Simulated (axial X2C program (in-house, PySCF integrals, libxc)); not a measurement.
**CuCN: bond lengths and stretches, held linear**

The task here is to estimate one member of a computed series from the others.

Computed with an in-house X2C program for linear molecules on PySCF integrals. Level: all-electron X2C, two-component (2c) or spin-free, Cu dyall-v3z, C dyall-v3z, N dyall-av3z.

All values are calculated.

2 further runs of the same task are left out: 2 set aside as unsound or not needed.

Set-up of the first run:

The input, task.json:

```json
{"zs": [29, 6, 7], "q": 0, "bas": ["dyall-v3z", "dyall-v3z", "dyall-av3z"], "r0": [1.82, 1.16], "symm": 0, "scan": ["PBE0", "HF", "PBE"], "levels": ["PBE0", "HF", "TPSSh"], "nst": 2}
```

Keys: zs atomic numbers; q charge; bas basis sets; r0 starting distance in Å; symm equal bonds; scan levels of the two-bond scan; levels methods; nst determinants followed.

Command:

```bash
> python solin.py task.json out
```

Masses Cu 62.930, C 12.000, N 14.003 u.

Among the steps run: Scan at PBE0, 2c; Scan at PBE, 2c; Scan at PBE0, spin-free.

One table of the session follows, with a row left open; its other results are not shown here.

| level | lower stretch (cm⁻¹) | upper stretch (cm⁻¹) |
| --- | --- | --- |
| PBE0, 2c | 484.6 | 2280.6 |
| PBE, 2c | ? | ? |
| PBE0, spin-free | 485.0 | 2280.5 |
| PBE, spin-free | 495.8 | 2170.7 |

Q: Estimate the row for PBE, 2c from the others.

**Answer.** lower stretch (cm⁻¹): 495.4; upper stretch (cm⁻¹): 2170.8. In the column «lower stretch (cm⁻¹)» it lies between PBE0, spin-free (485.0) and PBE, spin-free (495.8).

Scans not shown above were run alike.

The molecule was held linear; bending was not examined, so a bent shape may lie lower.
